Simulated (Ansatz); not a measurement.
# H2In: the cost of one run

Program: Ansatz 0.2.0, Gaussian basis. Level of theory: the settings change from run to run. These are calculated values, not measurements.

13 further runs of the same task are left out: 11 that didn't finish, 2 set aside as unsound or not needed.

## Step 1: The geometry

The geometry derives from a PBE0/def2-TZVP stationary point (not a proven minimum). One angle is set to the value named; bond lengths are kept. No spin-orbit coupling is included. Elements past krypton take def2 core potentials.

3 atoms, charge 1, spin multiplicity 3.

Atoms are counted from 1 here; the program's logs count them from 0.

Bond lengths: In1–H2 1.966 Å, In1–H3 1.966 Å. Angles: H2–In1–H3 140.4°.

## Step 2: CISD/def2-TZVP

Input file in.yaml:

```yaml
crystal:
  periodic: [false, false, false]
  atoms:
    - {symbol: In, position_ang: [0.000000, 0.000000, -0.011493]}
    - {symbol: H, position_ang: [0.000000, 1.850102, 0.654585]}
    - {symbol: H, position_ang: [0.000000, -1.850102, 0.654585]}
basis:
  gaussian: {orbitals: def2-TZVP}
total_charge: 1
magnetization: {spin_polarized: false, initial_magnetization: 2}
correlation: {active_space: {ras: {orbitals: [1, 2, 50], electrons: 4, max_holes: 2, max_particles: 2}, fixed_orbitals: true}}
scf: {lower_state_search: off}
output: {forces: true}
```

Started as:

```bash
> ansatz run in.yaml --threads 1 --pin off --events-out ev --progress --plain --max-ram 2393MiB
```

Q: Estimate wall time and peak memory on 1 thread of Intel Xeon at 2.50GHz, shared host.

About 13 s, with a peak of 0.3 GiB.
